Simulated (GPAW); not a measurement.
The system is RuSe.

```xyz
2
Lattice="3.1877 0.0000 0.0000 0.0000 3.1877 0.0000 0.0000 0.0000 3.1877" Properties=species:S:1:pos:R:3 pbc="T T T"
Ru    0.0000    0.0000    0.0000
Se    1.5938    1.5938    1.5938
```

The cell comes from a database or a generator and needn't be the stable form of this composition.

| Quantity | Value |
| --- | --- |
| Program | GPAW 26.7.0 |
| Task | relaxation of cell and atoms |
| Functional | PBEsol |
| Potentials or basis | PAW data sets generated in the run's folder for this functional |
| Cutoff | 600 eV |
| Basis | pw |
| k mesh | 8 × 8 × 8 |
| Occupations | fermi-dirac, width 0.05 eV |
| Spin | no spin polarisation |

At the start: pressure -15.2 GPa; volume 16.20 Å³/atom.

**Question.** How do energy, volume and symmetry change on relaxing?

**Answer.** Over 4 steps the energy falls by 76.5 meV/atom and the volume is 14.73 Å³/atom (-9.0 %); space group Pm-3m (No. 221, to 0.05 Å).

Step by step:
```tsv
step	energy change (eV)	largest force (eV/Å)	pressure (GPa)	volume (Å³)
1	0.0000	0.0000	-15.24	32.39
2	-0.0855	0.0000	-10.85	31.34
3	-0.1508	0.0000	2.15	29.13
4	-0.1531	0.0000	-0.21	29.46
```

Final structure:
```
Ru Se
1.0
     3.08856    0.00000    0.00000
     0.00000    3.08856    0.00000
     0.00000    0.00000    3.08856
Ru Se
1 1
Direct
  0.00000 0.00000 0.00000
  0.50000 0.50000 0.50000
```

Caveat: later steps reuse the first step's grids.
